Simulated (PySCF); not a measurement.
**Ways to converge the SCF of Te2⁻**

Do solver options change the result for Te2⁻, or only the number of cycles?

The runs use PySCF 2.14.0; each script names its method and basis.

4 further runs of the same task are left out: 1 for a known fault of the program, 3 that didn't finish.

### Step 1. Where the work starts

Te2⁻: 2 atoms, charge -1, spin multiplicity 2.

Bond lengths: Te1–Te2 2.877 Å.

### Step 2. The base run

File input.py:

```python
from pyscf import gto, scf
from pyscf.prop.polarizability import uhf as pol

mol = gto.M(
    atom='Te 0 0 0; Te 0 0 2.877',
    basis='def2-svp',
    ecp={'Te': 'def2-svp'},
    charge=-1,
    spin=1,
    verbose=4,
)
mf = scf.UHF(mol)
mf.kernel()
print('polarizability (a.u.)')
print(pol.Polarizability(mf).polarizability().round(4))
mf.dip_moment()
print('orbital energies (hartree):', [e[max(0, n-3):n+3].round(4) for e, n in zip(mf.mo_energy, mol.nelec)])
```

Launch:

```
$ OMP_NUM_THREADS=1 python input.py
```

The log of this run is left out.

Base result: E(SCF) = -534.061280 Eh, 10 cycles, ⟨S²⟩ = 0.765, α(xx, yy, zz) = 40.8, 41.9, 72.1 bohr³.

The bond length is a typed value, not an optimised one. The dipole of an ion depends on the origin.

### Step 3. Initial guess atom

Edit 1 changes initial guess: minao → atom.

File input.py:

```python
from pyscf import gto, scf
from pyscf.prop.polarizability import uhf as pol

mol = gto.M(
    atom='Te 0 0 0; Te 0 0 2.877',
    basis='def2-svp',
    ecp={'Te': 'def2-svp'},
    charge=-1,
    spin=1,
    verbose=4,
)
mf = scf.UHF(mol)
mf.init_guess = 'atom'
mf.kernel()
print('polarizability (a.u.)')
print(pol.Polarizability(mf).polarizability().round(4))
mf.dip_moment()
print('orbital energies (hartree):', [e[max(0, n-3):n+3].round(4) for e, n in zip(mf.mo_energy, mol.nelec)])
```

Launch:

```
$ OMP_NUM_THREADS=1 python input.py
```

### Step 4. Initial guess chk

Edit 2 changes initial guess: minao → chk.

Changes to input.py since step 2:

```diff
@@ -12,2 +12,3 @@
 mf = scf.UHF(mol)
+mf.init_guess = 'chk'
 mf.kernel()
```

### Step 5. Cycle limit 200

Edit 3 changes cycle limit: 50 → 200.

Changes to input.py since step 2:

```diff
@@ -12,2 +12,3 @@
 mf = scf.UHF(mol)
+mf.max_cycle = 200
 mf.kernel()
```

### Step 6. Damping 0.8

Edit 4 changes damping: none → 0.8.

Changes to input.py since step 2:

```diff
@@ -12,2 +12,4 @@
 mf = scf.UHF(mol)
+mf.damp = 0.8
+mf.diis_start_cycle = 8
 mf.kernel()
```

**Question.** What will these runs give? Wanted: for each run, E(SCF); from base; gap, α spin.

The runs gave:

```
               run  E(SCF) (hartree)  from base (eV)  cycles  gap, α spin (eV)
              base       -534.061280               0      10              8.23
initial guess atom       -534.061280          0.0000       9              8.23
 initial guess chk       -534.061280          0.0000      10              8.23
   cycle limit 200       -534.061280          0.0000      10              8.23
       damping 0.8       -534.061280          0.0000      15              8.23
```

Distance from each run's final energy (log10 hartree) by cycle:

| run | cycle 1 | cycle 2 | cycle 3 | cycle 5 | cycle 8 | cycle 12 |
| --- | --- | --- | --- | --- | --- | --- |
| base | 0.1 | -0.9 | -2.8 | -4.6 | -8.1 | done |
| initial guess atom | -1.9 | -2.9 | -3.6 | -5.9 | -9.1 | done |
| initial guess chk | 0.1 | -0.9 | -2.8 | -4.6 | -8.1 | done |
| cycle limit 200 | 0.1 | -0.9 | -2.8 | -4.6 | -8.1 | done |
| damping 0.8 | 0.1 | 0.0 | -0.2 | -0.6 | -2.2 | -7.0 |

The SCF energy stays the same, to the digits that matter, with initial guess atom or initial guess chk or cycle limit 200 or damping 0.8. PySCF falls back to minao for a guess that it doesn't know or can't read, so that run repeats the base. The base needs 10 cycles and the run with damping 0.8 needs 15.
